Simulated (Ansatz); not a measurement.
# Re (Rhenium): the cost of one run

Computed with Ansatz 0.2.0 through its Python package. Level of theory: DFT PBEsol, plane waves, PAW.

## Step 1: The system

Symmetry: P6_3/mmc, No. 194, hexagonal system. The conventional cell has a = 2.761 Å, b = 2.761 Å, c = 4.458 Å, α = 90.00°, β = 90.00°, γ = 120.00°. Re (site symmetry -6m2) has 12 Re at 2.74 to 2.76 Å as nearest neighbours.

The script holds or builds the structure itself.

## Step 2: The script

re_run.py reads:

```python
"""Volume and enthalpy of Re against pressure."""

import warnings

import ansatz as az
from ase import Atoms
import numpy as np

def edges_and_angles(cell):
    cell = np.asarray(cell)
    a, b, c = np.linalg.norm(cell, axis=1)
    cosines = cell[1] @ cell[2] / (b * c), cell[0] @ cell[2] / (a * c), cell[0] @ cell[1] / (a * b)
    return (a, b, c, *np.degrees(np.arccos(cosines)))

warnings.simplefilter("ignore", az.DeckWarning)

atoms = Atoms(
    ["Re", "Re"],
    scaled_positions=[
        (1 / 3, 2 / 3, 0.25),
        (2 / 3, 1 / 3, 0.75),
    ],
    cell=[
        (2.7608, 0.0, 0.0),
        (-1.3804, 2.390923, 0.0),
        (0.0, 0.0, 4.4582),
    ],
    pbc=True,
)
xtal = az.Crystal.from_ase(atoms)

calculation = (
    xtal.calculation()
    .occupations("gaussian")  # smearing steadies the SCF of a metal
    .pseudopotentials("paw")
    .functional("pbesol")
    .kpoints(13, 13, 7)
    .basis(450)  # a bare number is in eV
)

# H = F + PV, with 1 GPa A^3 = 1/160.21766 eV
rows = []
for pressure in [-2, 0, 2, 5, 10]:
    res = calculation.relax(cell=True, pressure=pressure, force_tolerance=0.05).run(threads=1, backend="cpu")
    cell = res.lattice.cell_ang
    n_atoms = len(res.lattice.sites)
    volume = abs(np.linalg.det(cell)) / n_atoms
    enthalpy = res.report["free_energy_ev"] / n_atoms + pressure * volume / 160.21766
    rows.append((pressure, volume, enthalpy, *edges_and_angles(cell)))
    print(f"{pressure} GPa done: {volume:.4f} A^3/atom")

print(" P (GPa)  V (A^3/atom)  H (eV/atom)     a       b       c")
for row in rows:
    print("{:8.1f} {:12.4f} {:14.5f} {:7.4f} {:7.4f} {:7.4f}".format(*row[:6]))
p, v = np.array([row[0] for row in rows], float), np.array([row[1] for row in rows])
print("mean bulk modulus between rows (GPa):", np.round(-np.diff(p) / np.diff(np.log(v)), 1))
```

## Step 3: The calls as engine input

The package turns the script's settings into the engine's input (first run):

```yaml
crystal:
  lattice:
    - [2.7608, 0.0, 0.0]
    - [-1.3804, 2.390923, 0.0]
    - [0.0, 0.0, 4.4582]
  atoms:
    - { symbol: Re, position: [0.3333333333333333, 0.6666666666666666, 0.25] }
    - { symbol: Re, position: [0.6666666666666666, 0.3333333333333333, 0.75] }
basis:
  ecutwfc: 450.0
kpoints:
  mp_grid:
    grid: [13, 13, 7]
hamiltonian:
  xc: pbesol
  pseudopotentials:
    kind: paw
scf:
  occupations:
    method: gaussian
relax:
  f_tol: 0.05
  cell:
    p_target: -2.0
```

## Step 4: Launch

Launch:

```console
> python re_run.py
```

Q: Estimate wall time and peak memory on 1 thread of Arm Neoverse V1, shared host.

About 69 s, with a peak of 0.43 GiB.
